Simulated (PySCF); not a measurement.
# CH7NSeSi: electronic excitations and core binding energies

Aim: predict the electronic excitations and core binding energies of CH7NSeSi (`C[Se][SiH2]N`).

Computed with PySCF 2.14.0, with density-fitted response routines of our own, on a single molecule in the gas phase. Atoms count from 0, in the outputs and in this text.

## (1) The molecule as given

11 atoms, charge 0, multiplicity 1; geometry from: GFN2-xTB.

Bonds of the start (Å): C0–Se1 1.95, Se1–Si2 2.28, Si2–N3 1.71, C0–H4 1.09, C0–H5 1.09, C0–H6 1.09, Si2–H7 1.46, Si2–H8 1.47, N3–H9 1.00, N3–H10 1.01.

## (2) TDDFT and polarisability: B3LYP/def2-SVPD

The job: settings as JSON, then the geometry in Å.

```
{"job": {"kind": "uv", "xc": "B3LYP", "basis": "def2-SVPD", "nstates": 8, "ntriplets": 3}, "charge": 0, "multiplicity": 1}
C     -2.217758    -0.192065     0.027817
Se    -0.769194     0.966592     0.640837
Si     0.928480    -0.227254    -0.312835
N      2.340676     0.592515     0.198703
H     -2.209575    -0.234794    -1.058183
H     -2.084642    -1.184862     0.449167
H     -3.152253     0.238171     0.376168
H      0.961199    -1.581523     0.235820
H      0.662897    -0.276972    -1.757981
H      3.237239     0.319808    -0.164083
H      2.308355     1.583056     0.378528
```

Level: TDDFT B3LYP/def2-SVPD, vertical, gas phase, core orbitals frozen in the response.

Started as:

```
> OMP_NUM_THREADS=1 python probes_run.py task.json out
```

One launch serves the whole session: the jobs run in the order shown.

Standard output:

```text
coarse grid: 41352 points
cycle   1  E = -2787.7201375228  dE = -7.403e-01  |g| = 4.748e-01  |ddm| = 3.996e+00
cycle   2  E = -2787.6702549572  dE =  4.988e-02  |g| = 6.601e-01  |ddm| = 1.390e+00
cycle   3  E = -2787.7703115110  dE = -1.001e-01  |g| = 6.943e-02  |ddm| = 7.491e-01
cycle   4  E = -2787.7713411007  dE = -1.030e-03  |g| = 2.023e-02  |ddm| = 1.083e-01
cycle   5  E = -2787.7714449106  dE = -1.038e-04  |g| = 7.897e-03  |ddm| = 3.509e-02
cycle   6  E = -2787.7714599730  dE = -1.506e-05  |g| = 1.646e-03  |ddm| = 1.065e-02
cycle   7  E = -2787.7714608311  dE = -8.581e-07  |g| = 5.875e-04  |ddm| = 3.083e-03
final grid: 84808 points
cycle   8  E = -2787.7714686753  dE =  3.975e-08  |g| = 8.239e-04  |ddm| = 6.797e-03
cycle   9  E = -2787.7714685166  dE =  1.587e-07  |g| = 1.166e-03  |ddm| = 2.458e-03
cycle  10  E = -2787.7714688199  dE = -3.033e-07  |g| = 6.645e-05  |ddm| = 1.419e-03
cycle  11  E = -2787.7714688210  dE = -1.111e-09  |g| = 5.383e-06  |ddm| = 7.849e-05
cycle  12  E = -2787.7714688210  dE = -1.137e-11  |g| = 2.822e-06  |ddm| = 1.249e-05
converged SCF energy = -2787.7714688210

Static polarisability (au): isotropic 77.769, principal 65.057 75.683 92.565

Singlet excitations
state   eV       nm        f      main configurations
  1   4.3951    282.1   0.00116   H->L 0.98
  2   5.3879    230.1   0.03383   H->L+1 0.98
  3   5.6962    217.7   0.00897   H-1->L 0.95
  4   5.7297    216.4   0.00117   H->L+2 0.96
  5   6.0619    204.5   0.00023   H->L+3 0.87, H->L+4 0.10
  6   6.2487    198.4   0.00090   H->L+4 0.87, H->L+3 0.10
  7   6.4805    191.3   0.02453   H-2->L 0.80, H->L+5 0.10
  8   6.5535    189.2   0.06277   H->L+5 0.89, H-2->L 0.10

Triplet excitations (Tamm-Dancoff, eV): 4.1188 5.0479 5.4578
```

It took 32 s on 1 thread of Arm Neoverse N1, shared host; peak memory 0.63 GiB.

The orbitals next to the gap, with their largest atomic shares:

```csv
orbital,eV,atoms
HOMO−3,-9.58,"Se1 42 %, C0 32 %, Si2 8 %"
HOMO−2,-8.01,"Se1 58 %, Si2 18 %, C0 10 %"
HOMO−1,-7.36,"N3 61 %, Si2 14 %, H8 8 %"
HOMO,-6.11,"Se1 74 %, C0 10 %, Si2 9 %"
LUMO,-0.66,"Se1 39 %, Si2 20 %, C0 10 %"
LUMO+1,0.24,"Se1 48 %, Si2 18 %, C0 8 %"
LUMO+2,0.43,"Se1 28 %, Si2 25 %, C0 8 %"
```

With each of the 8 states as a Gaussian band of 0.4 eV half-width at 1/e, the curve within the window shown has maxima at 228 nm (ε 1,600), 190 nm (ε 3,500) L/(mol cm). Beyond the last state computed it falls off for lack of states. The curve at chosen wavelengths:

```json
{"nm": "181", "ε (L/mol/cm)": "1868"}
{"nm": "187", "ε (L/mol/cm)": "3317"}
{"nm": "193", "ε (L/mol/cm)": "3327"}
{"nm": "198", "ε (L/mol/cm)": "2363"}
{"nm": "204", "ε (L/mol/cm)": "1267"}
{"nm": "210", "ε (L/mol/cm)": "907"}
{"nm": "216", "ε (L/mol/cm)": "1117"}
{"nm": "222", "ε (L/mol/cm)": "1466"}
{"nm": "227", "ε (L/mol/cm)": "1616"}
{"nm": "233", "ε (L/mol/cm)": "1505"}
{"nm": "239", "ε (L/mol/cm)": "1153"}
{"nm": "245", "ε (L/mol/cm)": "742"}
{"nm": "251", "ε (L/mol/cm)": "413"}
{"nm": "256", "ε (L/mol/cm)": "234"}
{"nm": "262", "ε (L/mol/cm)": "119"}
{"nm": "268", "ε (L/mol/cm)": "71"}
{"nm": "274", "ε (L/mol/cm)": "56"}
{"nm": "280", "ε (L/mol/cm)": "51"}
{"nm": "285", "ε (L/mol/cm)": "48"}
{"nm": "291", "ε (L/mol/cm)": "43"}
{"nm": "297", "ε (L/mol/cm)": "35"}
{"nm": "303", "ε (L/mol/cm)": "27"}
{"nm": "309", "ε (L/mol/cm)": "19"}
{"nm": "314", "ε (L/mol/cm)": "14"}
{"nm": "320", "ε (L/mol/cm)": "9"}
{"nm": "326", "ε (L/mol/cm)": "5"}
```

Ground-state properties from the same run:

```csv
property,computed
dipole moment (D),1.34
polarisability (Å³),11.52
HOMO–LUMO gap (eV),5.45
−ε(HOMO) (eV),6.11
```

## (3) X-ray photoelectron lines: SCAN, X2C

Settings changed since step 2:

```diff
@@ -1,2 +1,2 @@
-{"job": {"kind": "uv", "xc": "B3LYP", "basis": "def2-SVPD", "nstates": 8, "ntriplets": 3}, "charge": 0, "multiplicity": 1}
+{"job": {"kind": "xps"}, "charge": 0, "multiplicity": 1}
 C     -2.217758    -0.192065     0.027817
```

With the program's defaults for keys left out, this is: delta-SCF UKS SCAN, pcX-2 on the ionised atom, pcseg-1 elsewhere, spin-free X2C.

Standard output:

```text
ground state, core basis on atom 0 (C), 139 functions
  cycle   1  E = -2810.50339331  |g| = 5.36e-01
  cycle   2  E = -2810.42189236  |g| = 7.81e-01
  cycle   3  E = -2810.57078546  |g| = 7.44e-02
  cycle   4  E = -2810.57221624  |g| = 2.86e-02
  cycle   5  E = -2810.57241800  |g| = 8.42e-03
  cycle   6  E = -2810.57243134  |g| = 3.73e-03
  cycle   7  E = -2810.57243645  |g| = 1.06e-03
  cycle   8  E = -2810.57243743  |g| = 4.18e-04
  E(ground) = -2810.61851484 Eh
hole in C 1s of atom 0
  cycle   1  E = -2799.30383349  |g| = 1.50e+00
  cycle   2  E = -2797.03920201  |g| = 2.21e+00
  cycle   3  E = -2799.41414402  |g| = 9.16e-01
  cycle   4  E = -2799.84683232  |g| = 2.72e-01
  cycle   5  E = -2799.87398458  |g| = 1.12e-01
  cycle   6  E = -2799.87943637  |g| = 1.72e-02
  cycle   7  E = -2799.87959115  |g| = 7.70e-03
  cycle   8  E = -2799.87963019  |g| = 2.31e-03
  cycle   9  E = -2799.87963689  |g| = 8.98e-04
  cycle  10  E = -2799.87963584  |g| = 4.32e-04
  E(ion) = -2799.92538791 Eh   <S^2> = 0.7706   hole on atom = 1.000   binding energy = 290.975 eV
ground state, core basis on atom 2 (Si), 150 functions
  cycle   1  E = -2810.67063407  |g| = 2.89e-01
  cycle   2  E = -2810.67069739  |g| = 4.45e-02
  cycle   3  E = -2810.67064434  |g| = 3.63e-02
  cycle   4  E = -2810.67088316  |g| = 8.66e-03
  cycle   5  E = -2810.67090396  |g| = 8.57e-04
  cycle   6  E = -2810.67090346  |g| = 2.44e-04
  E(ground) = -2810.67548886 Eh
hole in Si 1s of atom 2
  cycle   1  E = -2741.73038309  |g| = 4.35e+00
  cycle   2  E = -2741.43370275  |g| = 2.31e+00
  cycle   3  E = -2742.02290949  |g| = 1.02e+00
  cycle   4  E = -2742.69526350  |g| = 3.83e-01
  cycle   5  E = -2742.78924872  |g| = 8.26e-02
  cycle   6  E = -2742.79240434  |g| = 3.59e-02
  cycle   7  E = -2742.79296682  |g| = 1.59e-02
  cycle   8  E = -2742.79310299  |g| = 4.04e-03
  cycle   9  E = -2742.79311292  |g| = 1.09e-03
  cycle  10  E = -2742.79311217  |g| = 3.83e-04
  E(ion) = -2742.80587846 Eh   <S^2> = 0.7526   hole on atom = 1.000   binding energy = 1846.826 eV
hole in Si 2p of atom 2
  cycle   1  E = -2806.39023763  |g| = 1.24e+00
  cycle   2  E = -2805.95778461  |g| = 1.32e+00
  cycle   3  E = -2806.58942084  |g| = 4.24e-01
  cycle   4  E = -2806.71161397  |g| = 1.16e-01
  cycle   5  E = -2806.71938182  |g| = 3.42e-02
  cycle   6  E = -2806.71995073  |g| = 1.34e-02
  cycle   7  E = -2806.72002407  |g| = 5.43e-03
  cycle   8  E = -2806.72003861  |g| = 9.51e-04
  cycle   9  E = -2806.72003976  |g| = 4.41e-04
  E(ion) = -2806.73622357 Eh   <S^2> = 0.7536   hole on atom = 1.002   binding energy = 107.193 eV
  2p3/2 = 106.945 eV   2p1/2 = 107.570 eV
ground state, core basis on atom 3 (N), 139 functions
  cycle   1  E = -2810.58587232  |g| = 7.64e-02
  cycle   2  E = -2810.58579127  |g| = 3.10e-02
  cycle   3  E = -2810.58578668  |g| = 3.22e-02
  cycle   4  E = -2810.58604289  |g| = 3.81e-03
  cycle   5  E = -2810.58604884  |g| = 9.49e-04
  cycle   6  E = -2810.58604906  |g| = 1.59e-04
  E(ground) = -2810.63073753 Eh
hole in N 1s of atom 3
  cycle   1  E = -2795.01442596  |g| = 1.86e+00
  cycle   2  E = -2792.94679753  |g| = 2.37e+00
  cycle   3  E = -2795.44251042  |g| = 6.69e-01
  cycle   4  E = -2795.66737902  |g| = 2.68e-01
  cycle   5  E = -2795.70449779  |g| = 1.14e-01
  cycle   6  E = -2795.71201264  |g| = 2.83e-02
  cycle   7  E = -2795.71262432  |g| = 7.46e-03
  cycle   8  E = -2795.71265085  |g| = 4.12e-03
  cycle   9  E = -2795.71265928  |g| = 1.19e-03
  cycle  10  E = -2795.71265998  |g| = 2.51e-04
  E(ion) = -2795.75658329 Eh   <S^2> = 0.7638   hole on atom = 1.000   binding energy = 404.746 eV
```

Run time: 51 s. Hardware: 1 thread of Arm Neoverse N1, shared host; peak memory 0.45 GiB.

Binding energies by hole, beside the orbital energy of the ground state; the difference holds orbital relaxation and, for a density functional, its self-interaction error:

```csv
hole,stands for,environment,ΔSCF (eV; 2p as the shell's mean),−ε (eV),⟨S²⟩
C1s on C0,C0,methyl carbon bonded to Se,290.97,274.3,0.771
Si1s on Si2,Si2,"silicon bonded to N, Se, 2 H",1846.83,1793.8,0.753
Si2p on Si2,Si2,"silicon bonded to N, Se, 2 H",107.15,96.5,0.754
N1s on N3,N3,"nitrogen bonded to Si, 2 H",404.75,385.6,0.764
```

With the spin-orbit splitting: Si2 2p3/2 106.94, 2p1/2 107.57 eV. The table gives each 2p level as the mean over the whole 2p shell (two parts 2p3/2, one part 2p1/2), which differs a little from the single hole in the log.

## (4) What came out

```
                                quantity                        value
        lowest singlet (B3LYP/def2-SVPD)  4.40 eV (282 nm), f = 0.001
brightest single state of those computed  state 8, 6.55 eV, f = 0.063
                          lowest triplet                      4.12 eV
        C1s binding energies, SCAN/pcX-2                 C0 290.97 eV
       Si1s binding energies, SCAN/pcX-2               Si2 1846.83 eV
       Si2p binding energies, SCAN/pcX-2                Si2 107.15 eV
        N1s binding energies, SCAN/pcX-2                 N3 404.75 eV
```

The lowest singlet, at 4.40 eV, is HOMO→LUMO 0.98 and is weak; of the 8 states computed, the strongest absorption comes from state 8 at 6.55 eV (the last computed, so partners may be missing). The lowest triplet lies 0.28 eV below the lowest singlet (triplets in Tamm-Dancoff, singlets in full TDDFT). States above −ε(HOMO) lie where TDDFT describes them poorly and they hang on the basis; the brightest is among them.
